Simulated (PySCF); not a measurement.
# ScSi: the SCF solver's settings

The same problem is solved with other solver options, one edit a run.

Method: each script names its method and basis; program: PySCF 2.14.0.

2 further runs of the same task are left out: 2 that didn't finish.

## Step 1: Where the work starts

ScSi: 2 atoms, charge 0, spin multiplicity 2.

Bond lengths: Sc1–Si2 2.557 Å.

## Step 2: The base run

input.py reads:

```python
from pyscf import gto, scf

mol = gto.M(
    atom='Sc 0 0 0; Si 0 0 2.557',
    basis='def2-svpd',
    charge=0,
    spin=1,
    verbose=3,
)
mf = scf.UHF(mol)
mf.kernel()
mf.analyze()
print('orbital energies (hartree):', [e[max(0, n-3):n+3].round(4) for e, n in zip(mf.mo_energy, mol.nelec)])
```

Launch:

```
$ OMP_NUM_THREADS=1 python input.py
```

The log of this run is left out.

Base result: E(SCF) = -1048.336215 Eh, ⟨S²⟩ = 0.783, μ = 4.65 D.

The bond length is a typed value, not an optimised one. No search for the lowest state was made; open d or f shells can end in a higher solution.

## Step 3: Damping 0.95

Run 1 changes damping: none → 0.95.

input.py reads:

```python
from pyscf import gto, scf

mol = gto.M(
    atom='Sc 0 0 0; Si 0 0 2.557',
    basis='def2-svpd',
    charge=0,
    spin=1,
    verbose=3,
)
mf = scf.UHF(mol)
mf.damp = 0.95
mf.diis_start_cycle = 8
mf.kernel()
mf.analyze()
print('orbital energies (hartree):', [e[max(0, n-3):n+3].round(4) for e, n in zip(mf.mo_energy, mol.nelec)])
```

Launch:

```
$ OMP_NUM_THREADS=1 python input.py
```

## Step 4: Initial guess 1e

Run 2 changes initial guess: minao → 1e.

input.py, as its differences from that of step 2:

```diff
@@ -10,2 +10,3 @@
 mf = scf.UHF(mol)
+mf.init_guess = '1e'
 mf.kernel()
```

## Step 5: Second-order solver on

Run 3 changes second-order solver: off → on.

input.py, as its differences from that of step 2:

```diff
@@ -10,2 +10,3 @@
 mf = scf.UHF(mol)
+mf = mf.newton()
 mf.kernel()
```

## Step 6: Cycle limit 200

Run 4 changes cycle limit: 50 → 200.

input.py, as its differences from that of step 2:

```diff
@@ -10,2 +10,3 @@
 mf = scf.UHF(mol)
+mf.max_cycle = 200
 mf.kernel()
```

Before running it: what results should come out? Wanted: for each run, E(SCF); from base; gap, α spin; SCF dipole.

The runs gave:

```tsv
run	E(SCF) (hartree)	from base (eV)	gap, α spin (eV)	SCF dipole (D)
base	-1048.336215	0	5.83	4.65
damping 0.95	-1048.336215	0.0000	5.83	4.65
initial guess 1e	-1048.365217	-0.7892	6.53	2.96
second-order solver on	-1048.426729	-2.4630	7.70	2.46
cycle limit 200	-1048.336215	0.0000	5.83	4.65
```

What this shows: No change of the SCF energy comes from damping 0.95 or cycle limit 200. The largest comparable shift of the SCF energy, -2.463 eV, comes with the run “second-order solver on”. With initial guess 1e the SCF ends in another solution, 0.79 eV lower: the path to self-consistency decides the state here. With second-order solver on the SCF ends in another solution, 2.46 eV lower: the path to self-consistency decides the state here.
